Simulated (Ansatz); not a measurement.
Predict the output of the script below (Ansatz 0.2.0, Python API).

`robust_agb2.py`:
```python
"""Stop the SCF of AgB2 from a callback once the residual is small."""

import ansatz as az


def main() -> None:
    structure = (
        az.Lattice.from_parameters(3.0268, 3.0268, 4.06392, alpha=90, beta=90, gamma=120)
        .space_group(191)
        .atom("Ag", [0.0, 0.0, 0.0])
        .atom("B", [1 / 3, 2 / 3, 0.5])
    )

    base = (
        structure.calculation()
        .pseudopotentials("paw")
        .occupations(az.OccupationsMethod.METHFESSEL_PAXTON, width=0.15)
        .kpoints(9, 9, 6)
        .functional("pbesol", dispersion="d4")
        .scf(tolerance=1e-07, max_iterations=150, extra_bands=2)
    )

    token = az.CancelToken()


    def watch(event):
        if event["event"] == "scf_iter":
            row = event["data"]
            print(f"iteration {row['iter']:2d}  Harris-Foulkes {row['harris_foulkes_ev']:.5f} eV  residual {row['dr2_ev']:.2e} eV")
            if row["dr2_ev"] < 1e-4:
                token.cancel()


    try:
        base.session().plan().execute(on_event=watch, cancel=token)
        print("finished before the stop was seen")
    except az.CancelledError:
        print("stopped by the token")


if __name__ == "__main__":
    main()
```

```console
$ python robust_agb2.py
DeckWarning: basis.ecutwfc = 420 eV, auto-derived from the records' recommended cutoffs: set by Ag (normal level)
iteration  1  Harris-Foulkes -7826.64367 eV  residual 6.89e-02 eV
iteration  2  Harris-Foulkes -7826.63330 eV  residual 4.30e-02 eV
iteration  3  Harris-Foulkes -7826.62057 eV  residual 3.93e-03 eV
iteration  4  Harris-Foulkes -7826.61963 eV  residual 5.06e-05 eV
stopped by the token
```
(Warnings from the package without file and line.)

Caveats:
- The settings weren't tested for convergence.
- Dispersion corrections can be off by several per cent in the lattices of metals, and by several GPa in the pressure at a fixed cell.
- The structure comes from a database of computed cells and needn't be a stable or known phase.
- Wall time of the script: 1.4 s on 1 thread of AMD EPYC 7R43 64-Core Processor (Zen 3), on a shared host, peak memory 0.36 GiB.

(Lines on the test bed's own set-up are left out of the output.)
